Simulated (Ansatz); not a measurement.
I need an active-space calculation of BrGeHO, SMILES [OH][Ge][Br]. Use Ansatz 0.2.0, Python API. Settings: SC-NEVPT2, def2-SVP basis, multiplicity 1.

```
atom    x (Å)    y (Å)    z (Å)
   O  -0.8753   0.2995  -0.7475
  Ge  -0.5032  -0.4243   0.7998
  Br   1.6976  -1.0870   0.7437
   H  -0.2635   1.1515  -0.8162
```

`cas_brgeho.py`
```python
# -*- coding: utf-8 -*-
"""Active-space calculation on BrGeHO."""

import ansatz as az

BASIS = "def2-SVP"

GEOMETRY = """
O    -0.87530    0.29950   -0.74750
Ge   -0.50320   -0.42430    0.79980
Br    1.69760   -1.08700    0.74370
H    -0.26350    1.15150   -0.81620
"""


def main():
    system = az.Crystal.molecule()
    for line in GEOMETRY.strip().splitlines():
        symbol, *xyz = line.split()
        system = system.atom(symbol, [float(v) for v in xyz])

    setup = (
        system.calculation()
        .basis(gaussian=BASIS)
        .correlation(active_electrons=2, active_orbitals=2)
    )
    for method in ["sc_nevpt2"]:
        data = (setup if method is None else setup.correlation(method)).run().report
        space = data["configurations"]
        state = space["states"][0]
        print(method or "casscf", f"total {data['free_energy_ev'] / 27.211386246:.6f} Ha, active-space state {state['energy']['hartree']:.6f} Ha, mean field {data['reference_energy_ev'] / 27.211386246:.6f} Ha")
        print("  determinants", state["n_determinants"], " natural occupations", [round(n, 3) for n in space["natural_occupations"]])


if __name__ == "__main__":
    main()
```

```console
$ python cas_brgeho.py
sc_nevpt2 total -4723.263195 Ha, active-space state -4722.656535 Ha, mean field -4722.633177 Ha
  determinants 4  natural occupations [1.973, 0.027]
```

Caveats:
- These settings explore the input space; basis and method may be short of convergence.
- The geometry is a force-field or estimated start, not a minimum of this method, and the basis set is short of its limit. The active space starts as a window about the frontier orbitals and is then optimised, not chosen by chemistry.
- The whole script took 7.5 s on 1 thread of Arm Neoverse V2, on a shared host, peak memory 0.27 GiB.

(A comment or docstring line of the script was reworded after the run, the code is as it ran; lines on the test bed's own set-up are left out of the output.)
